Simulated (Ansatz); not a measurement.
# CH4BClO: the cost of one run

Method: RKS LDA/def2-SVP, in Ansatz 0.2.0.

## (1) The system as given

Bond lengths: B1–C2 1.600 Å, C2–H3 1.110 Å, C2–H4 1.110 Å, C2–H5 1.110 Å, B1–O6 1.410 Å, O6–H7 1.010 Å, B1–Cl8 1.860 Å. Angles: B1–C2–H3 109.5°, B1–C2–H4 109.5°, B1–C2–H5 109.5°, H3–C2–H4 109.4°, H3–C2–H5 109.4°, H4–C2–H5 109.4°, C2–B1–O6 120.0°, C2–B1–Cl8 120.0°, O6–B1–Cl8 120.0°, B1–O6–H7 109.5°.

As a file:

```xyz
8

B     0.0000    0.0000    0.0000
C     0.0000    0.0000    1.6000
H    -0.9996   -0.3092    1.9705
H     0.7676   -0.7111    1.9705
H     0.2320    1.0203    1.9705
O     1.2211    0.0000   -0.7050
H     1.5209   -0.9519   -0.8599
Cl   -1.6108    0.0000   -0.9300
```

## (2) Preparing the start

File input.yaml:

```yaml
crystal:
  periodic: [false, false, false]
  atoms:
    - { symbol: B, position_ang: [0.0, 0.0, 0.0] }
    - { symbol: C, position_ang: [0.0, 0.0, 1.6] }
    - { symbol: H, position_ang: [-0.9996, -0.3092, 1.9705] }
    - { symbol: H, position_ang: [0.7676, -0.7111, 1.9705] }
    - { symbol: H, position_ang: [0.232, 1.0203, 1.9705] }
    - { symbol: O, position_ang: [1.2211, 0.0, -0.705] }
    - { symbol: H, position_ang: [1.5209, -0.9519, -0.8599] }
    - { symbol: Cl, position_ang: [-1.6108, 0.0, -0.93] }
basis:
  gaussian: { orbitals: def2-SVP }
hamiltonian:
  xc: lda
relax:
  f_tol: 0.02
  max_steps: 40
```

The run is started by

```console
ansatz run input.yaml --threads 2 --pin off --max-ram 3072MiB --backend cpu --events-out ev --progress --plain --runs-dir out
```

What time and memory should one allow on 2 threads of Arm Neoverse V2, shared host?

About 14 s, with a peak of 0.14 GiB.
